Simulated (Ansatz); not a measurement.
**SrB (rocksalt): equation of state and elastic constants**

Aim: the bulk modulus of SrB (rocksalt) from energies at several volumes around the relaxed one, then the elastic tensor. This structure was made by substitution into a known type, so it needn't be the compound's stable form.

Computed with Ansatz 0.2.0 (DFT PBEsol, scalar-relativistic, plane waves, PAW, unless a step's input says otherwise).

1 further run of the same task is left out (it didn't finish).

### 1 The structure to begin with

It takes space group Fm-3m (No. 225, cubic). Conventional cell: a = 5.882 Å, b = 5.882 Å, c = 5.882 Å, α = 90.00°, β = 90.00°, γ = 90.00°. Around Sr (site symmetry m-3m) lie 6 B at 2.94 Å. Around B (site symmetry m-3m) lie 6 Sr at 2.94 Å.

Structure file:

```xyz
2
Lattice="0.0000 2.9409 2.9409 2.9409 0.0000 2.9409 2.9409 2.9409 0.0000" Properties=species:S:1:pos:R:3 pbc="T T T"
Sr    2.9409    2.9409    2.9409
B     0.0000    0.0000    0.0000
```

An earlier run at PBEsol left this cell at 25.436 Å³/atom and -0.03 GPa (10×10×10 mesh).

Volume factors to run: 0.980, 1.020, 0.960, 1.040.

### 2 Volume × 0.980

Input file input.yaml:

```yaml
crystal:
  lattice:
    - [0.0, 2.9211770414, 2.9211770414]
    - [2.9211770414, 0.0, 2.9211770414]
    - [2.9211770414, 2.9211770414, 0.0]
  atoms:
    - { symbol: Sr, position: [0.5, 0.5, 0.5] }
    - { symbol: B, position: [0.0, 0.0, 0.0] }
basis:
  ecutwfc: 420
  ecutrho_ratio: 4
kpoints:
  mp_grid: { grid: [10, 10, 10] }
hamiltonian:
  xc: pbesol
scf:
  occupations: { method: gaussian, width: 0.05 }
output:
  forces: true
  stress: true
  eigenvalues: true
```

Command:

```bash
> ansatz run input.yaml --threads 4 --pin off --max-ram 4096MiB --backend cpu --events-out ev --progress --plain --runs-dir out
```

The log of the run (excerpt; [...] marks lines left out):

```text
Warning: RAYON_NUM_THREADS=4 ignored (pool sized by the plan → 4); use --threads N
[...]
Pseudopotentials: kind: paw
Pseudopotential: Sr, paw, valence charge 10, recommended cutoff 420 eV (normal), Sr.paw.azcp
Pseudopotential: B, paw, valence charge 3, recommended cutoff 420 eV (normal), B.paw.azcp
Functional definition: PBEsol
[...]
Crystal: 2 atoms, lattice volume = 49.854 Å³
Basis set: ecut = 420 eV, 941 PW (Γ), exchange–correlation on 60×60×60 points (8 copies of the dense FFT grid, shifted against one another)
Bands: 11, of which v1, the nominal top of the filled ones, is band 7 counted from 1 (6 counted from 0)
Symmetry: 48 space group operations
Space group: Fm-3m (ITA 225), of the structure as read, at distance tolerance 3.7e-5 Å
k-points: 47 of 1000
[...]
SCF iter   1: F=—  HF=-3642.418730 eV  |F-HF|=—  |Δ(HF+E_count)|=         —  Δρ=4.69e-3  dr2=2.02e-2  ethr=1.77e-3  ⟨swp⟩=7.4  Hψ=4115  notcnv=0
[...]
SCF iter   6: F=-3642.413544 eV  HF=-3642.413544 eV  |F-HF|=7.95e-10  |Δ(HF+E_count)|=   2.16e-8  Δρ=3.87e-6  dr2=7.71e-9  ethr=7.69e-10  ⟨swp⟩=8.0  Hψ=2923  notcnv=0
[...]
SCF converged after 6 iterations
Free energy (F): -3642.413544 eV
[...]
E sigma→0 (E₀):  -3642.410687 eV
Entropy (-TS):   -0.005714 eV (-2.857 meV/atom)
Fermi energy:    6.094370 eV
[...]
--- Forces (eV/Å), atoms counted from 1 ---
  atom   1  Sr    -0.00000000    -0.00000000     0.00000000
  atom   2  B     -0.00000000     0.00000000     0.00000000
[...]
--- Stress (GPa, compression-positive) ---
        0.773644      -0.000000      -0.000000
        0.000000       0.773644      -0.000000
        0.000000       0.000000       0.773644
  P = ⅓ Tr σ = 0.7736 GPa (7.736 kbar)
--- Band table (eV; the first three rows and the last of 47) ---
  k-point 0: bands = ["-28.2337", "-10.1913", "-10.1913", "-10.1913", "-0.6238", "7.8507", "7.8507", "7.8507", "9.6921", "9.6921", "9.6921"]
[...]
```

Wall time 4.7 s (4 threads of Intel Xeon at 2.50GHz (Skylake/Cascade Lake), shared host); peak memory 0.34 GiB.

Result: volume 24.927 Å³/atom, pressure 0.77 GPa, a metal on this mesh.

### 3 Volume × 1.020

Edit input.yaml of step 2 so:

```diff
@@ -2,5 +2,5 @@
   lattice:
-    - [0.0, 2.9211770414, 2.9211770414]
-    - [2.9211770414, 0.0, 2.9211770414]
-    - [2.9211770414, 2.9211770414, 0.0]
+    - [0.0, 2.9603921509, 2.9603921509]
+    - [2.9603921509, 0.0, 2.9603921509]
+    - [2.9603921509, 2.9603921509, 0.0]
   atoms:
```

Command:

```bash
> ansatz run input.yaml --threads 4 --pin off --max-ram 4096MiB --backend cpu --events-out ev --progress --plain --runs-dir out
```

The log of the run (excerpt; [...] marks lines left out):

```text
Warning: RAYON_NUM_THREADS=4 ignored (pool sized by the plan → 4); use --threads N
[...]
[... 4 set-up lines as earlier in the session ...]
[...]
Crystal: 2 atoms, lattice volume = 51.889 Å³
Basis set: ecut = 420 eV, 965 PW (Γ), exchange–correlation on 60×60×60 points (8 copies of the dense FFT grid, shifted against one another)
Bands: 11, of which v1, the nominal top of the filled ones, is band 7 counted from 1 (6 counted from 0)
[... 2 set-up lines as earlier in the session ...]
k-points: 47 of 1000
[...]
SCF iter   1: F=—  HF=-3642.420036 eV  |F-HF|=—  |Δ(HF+E_count)|=         —  Δρ=5.02e-3  dr2=2.57e-2  ethr=1.77e-3  ⟨swp⟩=7.6  Hψ=4151  notcnv=0
[...]
SCF iter   6: F=-3642.413288 eV  HF=-3642.413288 eV  |F-HF|=4.56e-10  |Δ(HF+E_count)|=   4.62e-8  Δρ=4.04e-6  dr2=1.01e-8  ethr=7.69e-10  ⟨swp⟩=8.0  Hψ=2918  notcnv=0
[...]
SCF converged after 6 iterations
Free energy (F): -3642.413288 eV
[...]
E sigma→0 (E₀):  -3642.410590 eV
Entropy (-TS):   -0.005396 eV (-2.698 meV/atom)
Fermi energy:    5.768272 eV
[...]
--- Forces (eV/Å), atoms counted from 1 ---
  atom   1  Sr    -0.00000000     0.00000000    -0.00000000
  atom   2  B     -0.00000000     0.00000000     0.00000000
[...]
--- Stress (GPa, compression-positive) ---
       -0.766571       0.000000       0.000000
       -0.000000      -0.766571      -0.000000
        0.000000       0.000000      -0.766571
  P = ⅓ Tr σ = -0.7666 GPa (-7.666 kbar)
--- Band table (eV; the first three rows and the last of 47) ---
  k-point 0: bands = ["-28.6900", "-10.6502", "-10.6502", "-10.6502", "-0.8796", "7.4587", "7.4587", "7.4587", "9.3170", "9.3170", "9.3170"]
[...]
```

Wall time 4.3 s (4 threads of Intel Xeon at 2.50GHz (Skylake/Cascade Lake), shared host); peak memory 0.34 GiB.

Result: volume 25.945 Å³/atom, pressure -0.77 GPa, metallic.

### 4 Scaling the volume by 0.960

Edit input.yaml of step 3 so:

```diff
@@ -2,5 +2,5 @@
   lattice:
-    - [0.0, 2.9603921509, 2.9603921509]
-    - [2.9603921509, 0.0, 2.9603921509]
-    - [2.9603921509, 2.9603921509, 0.0]
+    - [0.0, 2.9011683516, 2.9011683516]
+    - [2.9011683516, 0.0, 2.9011683516]
+    - [2.9011683516, 2.9011683516, 0.0]
   atoms:
```

Command:

```bash
> ansatz run input.yaml --threads 4 --pin off --max-ram 4096MiB --backend cpu --events-out ev --progress --plain --runs-dir out
```

The log of the run (excerpt; [...] marks lines left out):

```text
Warning: RAYON_NUM_THREADS=4 ignored (pool sized by the plan → 4); use --threads N
[...]
[... 4 set-up lines as earlier in the session ...]
[...]
Crystal: 2 atoms, lattice volume = 48.837 Å³
Basis set: ecut = 420 eV, 941 PW (Γ), exchange–correlation on 60×60×60 points (8 copies of the dense FFT grid, shifted against one another)
Bands: 11, of which v1, the nominal top of the filled ones, is band 7 counted from 1 (6 counted from 0)
[... 2 set-up lines as earlier in the session ...]
k-points: 47 of 1000
[...]
SCF iter   1: F=—  HF=-3642.410285 eV  |F-HF|=—  |Δ(HF+E_count)|=         —  Δρ=4.48e-3  dr2=1.74e-2  ethr=1.77e-3  ⟨swp⟩=7.2  Hψ=4087  notcnv=0
[...]
SCF iter   6: F=-3642.405873 eV  HF=-3642.405873 eV  |F-HF|=1.24e-9  |Δ(HF+E_count)|=   2.87e-8  Δρ=3.76e-6  dr2=6.38e-9  ethr=7.69e-10  ⟨swp⟩=7.7  Hψ=2880  notcnv=0
[...]
SCF converged after 6 iterations
Free energy (F): -3642.405873 eV
[...]
E sigma→0 (E₀):  -3642.403003 eV
Entropy (-TS):   -0.005739 eV (-2.870 meV/atom)
Fermi energy:    6.267436 eV
[...]
--- Forces (eV/Å), atoms counted from 1 ---
  atom   1  Sr    -0.00000000    -0.00000000    -0.00000000
  atom   2  B     -0.00000000     0.00000000    -0.00000000
[...]
--- Stress (GPa, compression-positive) ---
        1.657362       0.000000       0.000000
        0.000000       1.657362       0.000000
        0.000000      -0.000000       1.657362
  P = ⅓ Tr σ = 1.6574 GPa (16.574 kbar)
--- Band table (eV; the first three rows and the last of 47) ---
  k-point 0: bands = ["-27.9949", "-9.9506", "-9.9506", "-9.9506", "-0.4862", "8.0590", "8.0590", "8.0590", "9.8896", "9.8896", "9.8896"]
[...]
```

It took 3.9 s on 4 threads of Intel Xeon at 2.50GHz (Skylake/Cascade Lake), shared host; peak memory 0.34 GiB.

In short: volume 24.418 Å³/atom, pressure 1.66 GPa, no gap.

### 5 At 1.040 of the relaxed volume

Edit input.yaml of step 4 so:

```diff
@@ -2,5 +2,5 @@
   lattice:
-    - [0.0, 2.9011683516, 2.9011683516]
-    - [2.9011683516, 0.0, 2.9011683516]
-    - [2.9011683516, 2.9011683516, 0.0]
+    - [0.0, 2.9796160152, 2.9796160152]
+    - [2.9796160152, 0.0, 2.9796160152]
+    - [2.9796160152, 2.9796160152, 0.0]
   atoms:
@@ -21 +21,5 @@
   eigenvalues: true
+  write_density: true
+  write_potential: true
+  elf: true
+  volumetric_format: npy
```

Command:

```bash
> ansatz run input.yaml --threads 4 --pin off --max-ram 4096MiB --backend cpu --events-out ev --progress --plain --runs-dir out
```

The log of the run:

```text
Warning: RAYON_NUM_THREADS=4 ignored (pool sized by the plan → 4); use --threads N
Engine: ansatz 0.2.0, x86_64-unknown-linux-gnu
[... 4 set-up lines as earlier in the session ...]
  exchange = pbesol_x
  correlation = pbesol_c
Crystal: 2 atoms, lattice volume = 52.907 Å³
Basis set: ecut = 420 eV, 1037 PW (Γ), exchange–correlation on 60×60×60 points (8 copies of the dense FFT grid, shifted against one another)
Bands: 11, of which v1, the nominal top of the filled ones, is band 7 counted from 1 (6 counted from 0)
[... 1 set-up line as earlier in the session ...]
Space group: Fm-3m (ITA 225), of the structure as read, at distance tolerance 3.8e-5 Å
k-points: 47 of 1000
Non-local potential: Sr, projectors of the file, l = 0: 3, l = 1: 2, l = 2: 2
Non-local potential: B, projectors of the file, l = 0: 2, l = 1: 2, l = 2: 1
PAW form: soft (Blöchl's): semilocal exchange-correlation on the pseudo side does not see the compensation charge
PAW frozen core: Sr, regenerated for the run's functional, and the local potential with it (the file was generated under x = pbe(κ = 0.804, μ = 0.2195149727645171), c = pbe(β = 0.06672455060314922))
PAW frozen core: B, regenerated for the run's functional, and the local potential with it (the file was generated under x = pbe(κ = 0.804, μ = 0.2195149727645171), c = pbe(β = 0.06672455060314922))
PAW one-centre angular grid: Sr, 110 points (default); XC on 64 Gauss nodes
PAW one-centre angular grid: B, 110 points (default); XC on 64 Gauss nodes
Initial density: superposition of atomic densities (neutral atoms: chi_scale 0, normalization atom), corrected by the library's trained network
Initial wavefunctions: pseudopotential atomic-orbital guess
Functional: x = pbesol(κ = 0.804, μ = 0.12345679012345678), c = pbesol(β = 0.046)
SCF iter   1: F=—  HF=-3642.413727 eV  |F-HF|=—  |Δ(HF+E_count)|=         —  Δρ=5.13e-3  dr2=2.80e-2  ethr=1.77e-3  ⟨swp⟩=7.4  Hψ=4152  notcnv=0
preconditioner: auto → Kerker (q_TF=auto, 2.159 Å⁻¹)  [metal: Δε(μ)=0.034 eV  Ē_g=13.669 eV  σ=0.050 eV  W_gap=0.33  n_scr=14 (ndim 8)  ℏωp=16.9 eV  f_vac=0.000  D(μ)=3.77/eV (n_scr^D=50)]
SCF iter   2: F=—  HF=-3642.407918 eV  |F-HF|=—  |Δ(HF+E_count)|=   5.81e-3  Δρ=2.58e-3  dr2=7.39e-3  ethr=2.15e-4  ⟨swp⟩=1.7  Hψ=979  notcnv=0  defer=6
SCF iter   3: F=—  HF=-3642.406233 eV  |F-HF|=—  |Δ(HF+E_count)|=   1.69e-3  Δρ=4.85e-4  dr2=1.29e-4  ethr=5.69e-5  ⟨swp⟩=2.0  Hψ=684  notcnv=0  defer=9
SCF iter   4: F=—  HF=-3642.406262 eV  |F-HF|=—  |Δ(HF+E_count)|=   2.97e-5  Δρ=1.02e-4  dr2=8.40e-6  ethr=9.89e-7  ⟨swp⟩=1.9  Hψ=662  notcnv=0  defer=9
SCF iter   5: F=—  HF=-3642.406267 eV  |F-HF|=—  |Δ(HF+E_count)|=   4.85e-6  Δρ=2.18e-5  dr2=3.45e-7  ethr=6.46e-8  ⟨swp⟩=2.0  Hψ=607  notcnv=0  defer=10
SCF iter   6: F=-3642.406267 eV  HF=-3642.406267 eV  |F-HF|=7.32e-10  |Δ(HF+E_count)|=   7.40e-8  Δρ=4.24e-6  dr2=1.15e-8  ethr=7.69e-10  ⟨swp⟩=12.3  Hψ=4219  notcnv=0
SCF 1 converged in 6 iterations: F = -3642.406267 eV  dr2 = 1.15e-8
SCF converged after 6 iterations
Free energy (F): -3642.406267 eV
Harris-Foulkes:  -3642.406267 eV  (|F-HF|=7.32e-10)
Internal energy: -3642.401095 eV  (E = F + TS)
E sigma→0 (E₀):  -3642.403681 eV
Entropy (-TS):   -0.005172 eV (-2.586 meV/atom)
Fermi energy:    5.614557 eV
--- Per-component energies (eV) ---
  E_band       = -108.632782
  E_kinetic    = 282.339017
  E_local      = -711.544794  (includes V_loc(G=0)·N_el)
  E_nonlocal   = 218.214093
  E_hartree    = 170.118104
  E_xc         = -199.145201
  E_vxc        = -193.735397  (∫ρ·V_xc dr)
  E_paw        = -2719.748057  (= ΣΔE_a)
  E_vpaw       = -44.143431  (= ΣTr[D̂ρ^β])
  E_aug_tail   = -0.000002  (compensation charges beyond the density's cutoff)
  E_ewald      = -682.783313
  E_core_change = 0.149058  (= ΣΔE_core)
  E_smearing   = -0.005172  (= −TS)
  E_closure    = 0.000000  (closes the sum)
  Σ components = -3642.406267   (vs F -3642.406267, Δ=0.00e0)
--- Forces (eV/Å), atoms counted from 1 ---
  atom   1  Sr     0.00000000    -0.00000000    -0.00000000
  atom   2  B     -0.00000000     0.00000000    -0.00000000
  max |Σ_I F_I| component: 1.54e-29 eV/Å
--- Stress (GPa, compression-positive) ---
       -1.436041       0.000000      -0.000000
       -0.000000      -1.436041      -0.000000
       -0.000000      -0.000000      -1.436041
  P = ⅓ Tr σ = -1.4360 GPa (-14.360 kbar)
--- Band table (eV; the first three rows and the last of 47) ---
  k-point 0: bands = ["-28.9082", "-10.8690", "-10.8690", "-10.8690", "-0.9986", "7.2740", "7.2740", "7.2740", "9.1388", "9.1388", "9.1388"]
  k-point 1: bands = ["-28.9063", "-10.8996", "-10.8718", "-10.8718", "-0.8728", "6.7236", "6.9966", "6.9966", "9.2396", "9.3296", "9.3296"]
  k-point 2: bands = ["-28.9014", "-10.9783", "-10.8791", "-10.8791", "-0.5203", "5.6839", "6.4714", "6.4714", "9.3641", "9.8007", "9.8007"]
  k-point 46: bands = ["-28.8818", "-11.0753", "-11.0260", "-10.9770", "0.4444", "5.1103", "5.4036", "5.4126", "9.2575", "10.7385", "11.9818"]
```

Wall time 5.3 s (4 threads of Intel Xeon at 2.50GHz (Skylake/Cascade Lake), shared host); peak memory 0.34 GiB.

Result: volume 26.453 Å³/atom, pressure -1.44 GPa, metallic.

The maps below are laid out on this run's own conventional cell (a, b, c = 5.959, 5.959, 5.959 Å).

Density in a lattice plane of the grid's cell (edges 5.96 and 5.96 Å, at 0.000 of the third edge), which holds Sr and B.

Values in e/Å³, 12 rows by 12 columns:
```
0.56 0.46 0.20 0.10 0.36 1.81 2.58 1.81 0.36 0.10 0.20 0.46
0.27 0.20 0.11 0.06 0.10 0.36 0.63 0.36 0.10 0.06 0.11 0.20
0.13 0.10 0.06 0.05 0.06 0.10 0.13 0.10 0.06 0.05 0.06 0.10
0.63 0.36 0.10 0.06 0.11 0.20 0.27 0.20 0.11 0.06 0.10 0.36
2.58 1.81 0.36 0.10 0.20 0.46 0.56 0.46 0.20 0.10 0.36 1.81
1.07 2.58 0.63 0.13 0.27 0.56 0.26 0.56 0.27 0.13 0.63 2.58
2.58 1.81 0.36 0.10 0.20 0.46 0.56 0.46 0.20 0.10 0.36 1.81
0.63 0.36 0.10 0.06 0.11 0.20 0.27 0.20 0.11 0.06 0.10 0.36
0.13 0.10 0.06 0.05 0.06 0.10 0.13 0.10 0.06 0.05 0.06 0.10
0.27 0.20 0.11 0.06 0.10 0.36 0.63 0.36 0.10 0.06 0.11 0.20
0.56 0.46 0.20 0.10 0.36 1.81 2.58 1.81 0.36 0.10 0.20 0.46
0.26 0.56 0.27 0.13 0.63 2.58 1.07 2.58 0.63 0.13 0.27 0.56
```
Columns run along the first of these edges and rows up along the second, over one cell in 12 and 12 even steps from the bottom left corner. Atoms in the plane (fractional): Sr at (0.00, 0.50), Sr at (0.50, 0.00), B at (0.00, 0.00), B at (0.50, 0.50).

ELF in the same plane.

Ten even steps from '0' (0.00) to '9' (0.86):
```
137985116996369961158973
789985114899999841158998
999874101478987410147899
666543100012321000134566
111111111111111111111111
321000134566666543100012
987410147899999874101478
999841158998789985114899
369961158973137985116996
028972158961016985127982
369961158973137985116996
999841158998789985114899
987410147899999874101478
321000134566666543100012
111111111111111111111111
666543100012321000134566
999874101478987410147899
789985114899999841158998
137985116996369961158973
016985127982028972158961
```
Columns run along the first of these edges and rows up along the second, over one cell in 24 and 20 even steps from the bottom left corner. Atoms in the plane (fractional): Sr at (0.00, 0.50), Sr at (0.50, 0.00), B at (0.00, 0.00), B at (0.50, 0.50).

Both are smooth fields of the valence electrons: close to the nuclei they are not physical.

Outside the cores ELF peaks at 0.84 in the shell around B, 0.9 Å from B.

### 6 Energy and pressure against volume

Energies have the smearing extrapolated to zero and count from the lowest point.

```
volume (Å³/atom)  energy (meV/atom)  pressure (GPa)  gap (eV)
          24.418               5.03            1.66     metal
          24.927               1.19            0.77     metal
          25.436               0.00           -0.03     metal
          25.945               1.24           -0.77     metal
          26.453               4.69           -1.44     metal
```

volume (Å³/atom), energy (meV/atom) and a bar:
```
    24.42        5.0 ##############################
    24.93        1.2 #######
    25.44        0.0 
    25.94        1.2 #######
    26.45        4.7 ############################
```

[end of part 1 of 2]
